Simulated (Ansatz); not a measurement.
# Zn5Rh: the cost of one run

Computed with Ansatz 0.2.0 (DFT PBE, scalar-relativistic, plane waves, PAW, unless a step's input says otherwise).

### 1 Starting point

It takes space group P4/mmm (No. 123, tetragonal). Conventional cell: a = 4.581 Å, b = 4.581 Å, c = 4.918 Å, α = 90.00°, β = 90.00°, γ = 90.00°. Zn (site symmetry m2m) is surrounded by 3 Zn at 1.86 to 1.96 Å. Zn (site symmetry 4/mmm) has 4 Zn at 1.86 Å as nearest neighbours. Around Rh (site symmetry 4/mmm) lie 2 Zn at 2.46 Å.

As a file:

```xyz
6
Lattice="4.5809 0.0000 0.0000 0.0000 4.5809 0.0000 0.0000 0.0000 4.9183" Properties=species:S:1:pos:R:3 pbc="T T T"
Zn    3.2680    3.2680    2.4591
Zn    1.3129    1.3129    2.4591
Zn    1.3129    3.2680    2.4591
Zn    3.2680    1.3129    2.4591
Zn    0.0000    0.0000    2.4591
Rh    0.0000    0.0000    0.0000
```

Recipe of the guess: random cell by space group and Wyckoff sites (P4/mmm, No. 123). The dimensions are guesses.

### 2 Probe: one point on a coarse mesh

Contents of input.yaml:

```yaml
crystal:
  lattice:
    - [4.58093043, 0.0, 0.0]
    - [0.0, 4.58093043, 0.0]
    - [0.0, 0.0, 4.91825632]
  atoms:
    - { symbol: Zn, position: [0.7133909, 0.7133909, 0.5] }
    - { symbol: Zn, position: [0.2866091, 0.2866091, 0.5] }
    - { symbol: Zn, position: [0.2866091, 0.7133909, 0.5] }
    - { symbol: Zn, position: [0.7133909, 0.2866091, 0.5] }
    - { symbol: Zn, position: [0.0, 0.0, 0.5] }
    - { symbol: Rh, position: [0.0, 0.0, 0.0] }
basis:
  ecutwfc: 420
kpoints:
  mp_grid: { grid: [4, 4, 4] }
hamiltonian:
  xc: pbe
scf:
  occupations: { method: gaussian, width: 0.1 }
  lower_state_search: "off"
output:
  forces: true
  stress: true
  eigenvalues: true
```

Started as:

```sh
$ ansatz run input.yaml --threads 1 --pin off --max-ram 2560MiB --backend cpu --events-out ev --progress --plain --runs-dir out
```

What time and memory should one allow on 1 thread of AMD EPYC 7B13 (Zen 3), shared host?

About 4.7 s, with a peak of 0.45 GiB.
